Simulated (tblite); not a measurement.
# C4H13B3S: the cost of one run

The runs use tblite 0.8.0 and PySCF 2.14.0, with density-fitted response routines of our own; the level of theory stands in each step. All values are computed, except where a source is named. Atoms count from 0, in the outputs and in this text.

### Step 1. The starting structure

21 atoms, charge 0, multiplicity 1; geometry from: force field or distance geometry start.

Bonds of the start (Å): B0–S1 1.89, S1–B2 1.87, B2–C3 1.59, C3–B4 1.58, B4–C5 1.59, C5–C6 1.52, C5–C7 1.52, B0–H8 1.19, B0–H9 1.18, B2–H10 1.19, C3–H11 1.11, C3–H12 1.12, B4–H13 1.18, C5–H14 1.12, C6–H15 1.09, C6–H16 1.11, C6–H17 1.11, C7–H18 1.12, C7–H19 1.11, C7–H20 1.10.

### Step 2. Geometry optimisation with GFN2-xTB

The job: settings as JSON, then the geometry in Å.

```
{"job": {"kind": "relax", "xc": "GFN2-xTB", "basis": "xTB"}, "charge": 0, "multiplicity": 1}
B      4.645500     1.050200     0.292800
S      3.032500     0.326500     0.960100
B      1.782000     0.059700    -0.409800
C      0.577000    -0.952800    -0.162400
B     -0.369100    -0.513900     1.030000
C     -1.811300     0.083900     0.727600
C     -2.758100    -0.982800     0.211300
C     -1.765000     1.144400    -0.366100
H      4.598600     1.829800    -0.601500
H      5.650600     1.040100     0.913400
H      2.221400     0.021500    -1.516400
H     -0.020700    -1.105500    -1.081800
H      1.050100    -1.933000     0.111600
H     -0.256100    -1.101700     2.049900
H     -2.159400     0.524300     1.702500
H     -2.234200    -1.796700    -0.299800
H     -3.374800    -1.338600     1.064200
H     -3.432500    -0.512100    -0.539900
H     -2.817900     1.528700    -0.457200
H     -1.489600     0.676500    -1.335000
H     -1.078000     1.968800    -0.139400
```

Command:

```
OMP_NUM_THREADS=1 python probes_run.py task.json out
```

The driver reads the jobs from task.json and runs them one after another.

**Question.** How long does this first job take on 1 thread of Arm Neoverse N1, shared host, and how much memory does it need?

About 1.4 s, with a peak of 0.18 GiB.
